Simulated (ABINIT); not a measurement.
Crystal: CrInF3.

```xyz
5
Lattice="3.9733 0.0000 0.0000 0.0000 3.9733 0.0000 0.0000 0.0000 3.9733" Properties=species:S:1:pos:R:3 pbc="T T T"
Cr    0.0000    0.0000    0.0000
In    1.9866    1.9866    1.9866
F     1.9866    0.0000    0.0000
F     0.0000    0.0000    1.9866
F     0.0000    1.9866    0.0000
```

The cell was built by a generator and needn't be a form met in nature.

- Program: ABINIT 10.8.3 (patched build)
- Task: relaxation of cell and atoms
- Functional: PBE
- Potentials or basis: JTH PAW PBE v2.0
- Cutoff: 626 eV
- k mesh: 5 × 5 × 5
- Occupations: fermi-dirac, width 0.05 eV
- Spin: collinear spin, ferromagnetic start
- Starting moments: [3.0, 0.0, 0.0, 0.0, 0.0] μB

At the start: pressure 21.8 GPa; volume 12.55 Å³/atom.

Where does the relaxation end?

Over 5 steps the energy falls by 157.3 meV/atom and the volume is 15.34 Å³/atom (+22.2 %); space group Pm-3m (No. 221, to 0.05 Å); moment 4.00 μB per cell.

Step by step:
| step | energy change (eV) | largest force (eV/Å) | pressure (GPa) | volume (Å³) |
| --- | --- | --- | --- | --- |
| 1 | 0.0000 | 0.0000 | 21.79 | 62.73 |
| 2 | -0.4514 | 0.0000 | 12.53 | 67.00 |
| 3 | -0.7677 | 0.0000 | 2.45 | 74.20 |
| 4 | -0.7858 | 0.0000 | 0.38 | 76.28 |
| 5 | -0.7863 | 0.0000 | 0.01 | 76.68 |

Final structure:
```
Cr In F
1.0
     4.24842    0.00000    0.00000
     0.00000    4.24842    0.00000
     0.00000    0.00000    4.24842
Cr In F
1 1 3
Cartesian
  0.0000 0.0000 0.0000
  2.1242 2.1242 2.1242
  2.1242 0.0000 0.0000
  0.0000 0.0000 2.1242
  0.0000 2.1242 0.0000
```

Caveat: the volume moved by over 15 % at a fixed basis, so the end points are rough; a cell with one magnetic atom can't hold antiferromagnetic order, which such compounds often take.
